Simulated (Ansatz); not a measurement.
# CHGaN: the cost of one run

The runs use Ansatz 0.2.0, Gaussian basis; cc-pVTZ, core rule «outside noble gas», up to 16 orbitals frozen.

Plan: UHF; CCSD(T) on ROHF; CCSD(T) on UHF; BCCD(T) on ROHF; CCSDT(Q) on ROHF; CCSDT(Q) on UHF.

4 further runs of the same task are left out: 1 for a known fault of the program, 3 set aside as unsound or not needed. Runs told in other sessions of the task aren't counted.

### Step 1. The geometry

The geometry is a PBE0/def2-TZVP stationary point (not a proven minimum) of the parent state, kept for this charge and spin. No spin-orbit coupling is included. The filled d shell of Ga may be among the frozen orbitals whatever the setting's name suggests.

4 atoms, charge 0, spin multiplicity 6.

Atoms are counted from 1 here; the program's logs count them from 0.

Bond lengths: Ga1–C2 1.944 Å, C2–N3 1.251 Å, C2–H4 1.097 Å. Angles: Ga1–C2–N3 92.4°, Ga1–C2–H4 138.9°, N3–C2–H4 128.7°.

### Step 2. UHF

File in.yaml:

```yaml
crystal:
  periodic: [false, false, false]
  atoms:
    - {symbol: Ga, position_ang: [0.000000, -0.000112, 0.585520]}
    - {symbol: C, position_ang: [0.000000, 0.575887, -1.270915]}
    - {symbol: N, position_ang: [0.000000, -0.601910, -1.691936]}
    - {symbol: H, position_ang: [0.000000, 1.509808, -1.846528]}
basis:
  gaussian: {orbitals: cc-pVTZ}
magnetization: {spin_polarized: true, initial_magnetization: 5}
hamiltonian: {xc: hf}
output: {orbitals: {seedname: orbitals}}
```

Started as:

```bash
> ansatz run in.yaml --threads 1 --pin off --events-out ev --progress --plain --max-ram 4096MiB --backend cpu
```

Q: Estimate wall time and peak memory on 1 thread of AMD EPYC 7R13, shared host.

About 9.5 s, with a peak of 0.37 GiB.
